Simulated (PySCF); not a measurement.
# C2H9NSeSi: the cost of one run

The runs use PySCF 2.14.0, with density-fitted response routines of our own; the level of theory stands in each step. All values are computed, except where a source is named. Atoms are numbered from 0 throughout.

## 1. The starting structure

14 atoms, charge 0, multiplicity 1; geometry from: PBE0-D3(BJ)/def2-SVP.

Bonds of the start (Å): C0–C1 1.51, C1–Se2 1.97, Se2–Si3 2.28, Si3–N4 1.72, C0–H5 1.10, C0–H6 1.10, C0–H7 1.10, C1–H8 1.10, C1–H9 1.10, Si3–H10 1.49, Si3–H11 1.50, N4–H12 1.01, N4–H13 1.01.

## 2. Nuclear shieldings: PBE0/6-31G*

The job: settings as JSON, then the geometry in Å.

```
{"job": {"kind": "nmr", "xc": "PBE0", "basis": "6-31G*", "pop": true}, "charge": 0, "multiplicity": 1}
C     -2.203272    -0.298877     0.345942
C     -1.491462    -0.125919    -0.979082
Se     0.196943    -1.126178    -1.116610
Si     1.457730     0.221361     0.226590
N      3.081371     0.199938    -0.325941
H     -2.397086    -1.360622     0.559375
H     -1.606784     0.104119     1.179235
H     -3.168836     0.233700     0.338342
H     -1.269695     0.930850    -1.189985
H     -2.098276    -0.506775    -1.813984
H      1.525468    -0.213867     1.654487
H      0.760711     1.550233     0.171086
H      3.353121     0.384396    -1.282652
H      3.862093     0.002684     0.285082
```

With the program's defaults for keys left out, this is: GIAO PBE0/6-31G* NMR shielding, non-relativistic, gas phase.

On the command line:

```sh
> OMP_NUM_THREADS=1 python probes_run.py task.json out
```

The driver reads the jobs from task.json and runs them one after another.

**Question.** How long does this first job take on 1 thread of Arm Neoverse V1, shared host, and how much memory does it need?

About 13 s, with a peak of 0.62 GiB.
